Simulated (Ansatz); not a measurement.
# La2Fe2S2O3: the cost of one run

Computed with Ansatz 0.2.0 (DFT PBE+U (U_eff = 4 eV on Fe 3d), scalar-relativistic, plane waves, PAW, unless a step's input says otherwise).

These runs use a low cutoff (300 eV) and a coarse mesh on purpose, to show what cheap settings give: their numbers aren't properties of the material.

## (1) The system as given

It takes space group I4/mmm (No. 139, tetragonal). The conventional cell has a = 4.086 Å, b = 4.086 Å, c = 18.158 Å, α = 90.00°, β = 90.00°, γ = 90.00°. Around La (site symmetry 4mm) lie 4 O at 2.38 Å. Around Fe (site symmetry mmm) lie 2 O at 2.04 Å and 4 S at 2.67 Å. S (site symmetry 4mm) has 4 Fe at 2.67 Å as nearest neighbours. O (site symmetry -4m2) has 4 La at 2.38 Å as nearest neighbours. Around O (site symmetry 4/mmm) lie 4 Fe at 2.04 Å.

Structure file:

```cif
data_structure
_symmetry_space_group_name_H-M 'P 1'
_symmetry_Int_Tables_number 1
_cell_length_a 9.5278
_cell_length_b 9.5278
_cell_length_c 9.5278
_cell_angle_alpha 155.235
_cell_angle_beta 155.235
_cell_angle_gamma 35.307
_cell_volume 151.60
loop_
_atom_site_label
_atom_site_type_symbol
_atom_site_fract_x
_atom_site_fract_y
_atom_site_fract_z
_atom_site_occupancy
La1 La 0.18247 0.18247 0.00000 1
La2 La 0.81753 0.81753 0.00000 1
Fe1 Fe 0.50000 0.00000 0.50000 1
Fe2 Fe 0.00000 0.50000 0.50000 1
S1 S 0.40549 0.40549 0.00000 1
S2 S 0.59451 0.59451 0.00000 1
O1 O 0.75000 0.25000 0.50000 1
O2 O 0.25000 0.75000 0.50000 1
O3 O 0.00000 0.00000 0.00000 1
```

Starting moments: Fe 3.65, -3.65 μB.

## (2) Bands and density of states at the final cell

input.yaml reads:

```yaml
crystal:
  lattice:
    - [-2.0431297231, 2.0431297278, 9.0790997131]
    - [2.0431297231, -2.0431297278, 9.0790997131]
    - [2.0431297231, 2.0431297278, -9.0790997131]
  atoms:
    - { symbol: La, position: [0.182471546, 0.182471546, 0.0] }
    - { symbol: La, position: [0.817528454, 0.817528454, 0.0] }
    - { symbol: Fe, position: [0.5, 0.0, 0.5], spin: 3.65 }
    - { symbol: Fe, position: [0.0, 0.5, 0.5], spin: -3.65 }
    - { symbol: S, position: [0.40549062, 0.40549062, 0.0] }
    - { symbol: S, position: [0.59450938, 0.59450938, 0.0] }
    - { symbol: O, position: [0.7500000001, 0.2500000001, 0.5] }
    - { symbol: O, position: [0.2499999999, 0.7499999999, 0.5] }
    - { symbol: O, position: [0.0, 0.0, 0.0] }
basis:
  ecutwfc: 300
  ecutrho_ratio: 4
kpoints:
  mp_grid: { grid: [6, 6, 6] }
  band_path:
    path:
      - [[0.0, 0.0, 0.0], [0.0, 0.0, 0.5], [0.25, 0.25, 0.25], [0.0, 0.5, 0.0], [0.0, 0.0, 0.0], [0.5, 0.5, -0.5], [0.26266037, 0.73733963, -0.26266037]]
      - [[-0.26266037, 0.26266037, 0.26266037], [0.0, 0.0, 0.0]]
      - [[0.0, 0.0, 0.5], [-0.02532073, 0.02532073, 0.5]]
      - [[0.5, 0.5, -0.02532074], [0.5, 0.5, -0.5]]
    npoints: 10
hamiltonian:
  xc: pbe
  hubbard: { sites: [{ species: Fe, l: d, u_eff: 4.0 }] }
scf:
  occupations: { method: gaussian, width: 0.05 }
  lower_state_search: "off"
  n_extra_bands: 35
output:
  forces: true
  stress: true
  eigenvalues: true
  populations: true
  hubbard: { sites: [{ species: La, l: f }, { species: Fe, l: d }] }
  dos: { projected: true, de: 0.02, nscf_kmesh: { grid: [9, 9, 9] } }
  bader: false
magnetization:
  spin_polarized: true
checkpoint:
  read: start.run
  write: ck
  compress: false
  write_wavefunctions: false
  write_every: 100000
```

start.run is the folder with the converged state of an earlier run on this cell.

The run is started by

```bash
> ansatz run input.yaml --threads 2 --pin off --max-ram 5120MiB --backend cpu --events-out ev --progress --plain --runs-dir out
```

What time and memory should one allow on 2 threads of Arm Neoverse V1, shared host?

About 81 s, with a peak of 1.5 GiB.
